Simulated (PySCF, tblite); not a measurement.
# C5H11AlO: geometry, infrared bands and NMR shifts

Wanted: the infrared bands and NMR shifts of C5H11AlO (`CC[O][AlH][CH]1CC1`), by calculation.

The runs use tblite 0.8.0 and PySCF 2.14.0, with density-fitted response routines of our own; the level of theory stands in each step. All values are computed, except where a source is named. Atoms are numbered from 0 throughout.

## 1. The molecule as given

18 atoms, charge 0, multiplicity 1; geometry from: force field or distance geometry start.

Bonds of the start (Å): C0–C1 1.52, C1–O2 1.39, O2–Al3 1.83, Al3–C4 2.00, C4–C5 1.48, C5–C6 1.51, C6–C4 1.53, C0–H7 1.11, C0–H8 1.13, C0–H9 1.11, C1–H10 1.10, C1–H11 1.10, Al3–H12 1.58, C4–H13 1.12, C5–H14 1.12, C5–H15 1.11, C6–H16 1.10, C6–H17 1.12.

## 2. Geometry optimisation with GFN2-xTB

What the job is given:

```
{"job": {"kind": "relax", "xc": "GFN2-xTB", "basis": "xTB"}, "charge": 0, "multiplicity": 1}
C     -3.173700    -0.219100     0.448100
C     -1.841200     0.054600    -0.226100
O     -1.206600     1.065000     0.495400
Al     0.403600     1.404600    -0.308100
C      1.739500    -0.074600    -0.413800
C      1.915100    -1.020500     0.710500
C      2.959200     0.049900     0.498500
H     -3.466800    -1.287300     0.413100
H     -3.029300     0.084600     1.525600
H     -3.966300     0.409200    -0.019300
H     -1.239700    -0.870100    -0.281300
H     -2.051700     0.432400    -1.241300
H      0.456800     2.580200    -1.358300
H      2.052300    -0.335200    -1.454400
H      1.269600    -0.947200     1.618700
H      2.321200    -2.044400     0.559200
H      3.947000    -0.267000     0.118100
H      2.902200     0.991400     1.109300
```

Command:

```
$ OMP_NUM_THREADS=1 python probes_run.py task.json out
```

The driver reads the jobs from task.json and runs them one after another.

**Question.** This job is followed by: GFN2-xTB harmonic vibrations, gas phase; GIAO PBE0/pcSseg-1 NMR shielding, non-relativistic, gas phase. What will the session give for the following? strongest single infrared mode (GFN2-xTB); zero-point energy (GFN2-xTB); 13C shifts against TMS (PBE0/pcSseg-1, means over atoms taken as alike); 1H shifts against TMS (PBE0/pcSseg-1, means over atoms taken as alike); 17O shifts against H2O (PBE0/pcSseg-1); 27Al shifts against AlH4- (PBE0/pcSseg-1); surface potential, 1st and 99th percentile.

**Answer**, as computed:

| quantity | value |
| --- | --- |
| strongest single infrared mode (GFN2-xTB) | 1223 cm⁻¹, 327 km/mol |
| zero-point energy (GFN2-xTB) | 91.0 kcal/mol |
| 13C shifts against TMS (PBE0/pcSseg-1, means over atoms taken as alike) | 66.3, 23.1, -2.9, -8.3 ppm |
| 1H shifts against TMS (PBE0/pcSseg-1, means over atoms taken as alike) | 4.54, 3.50, 1.36, 0.57, 0.03, -0.71 ppm |
| 17O shifts against H2O (PBE0/pcSseg-1) | 89.6 ppm |
| 27Al shifts against AlH4- (PBE0/pcSseg-1) | 79.8 ppm |
| surface potential, 1st and 99th percentile | -0.69 V and 2.12 V |

What this shows: The optimisation took 163 steps and gained 1.510 eV; among the close pairs (by a distance rule), O2–Al3 changed most, from 1.831 to 1.643 Å. All 48 modes are real, so the xTB geometry is a minimum. The strongest single mode, at 1223 cm⁻¹, moves mainly O2 and C1. Unscaled tight-binding wavenumbers are off by several per cent, some by more. Its intensities can rank the bands wrongly. C1 (sp3 CH2 bonded to O) lies farthest downfield among carbon, at 66.3 ppm; deshielded by the electronegative neighbour. H10, H11 (mean) (hydrogen on an sp3 CH2 bonded to O) lies farthest downfield among hydrogen, at 4.54 ppm; its carbon carries O, which withdraws density. At PBE0/pcSseg-1: The largest span, 110 ppm, is at Al3, where the paramagnetic term is -389 ppm.
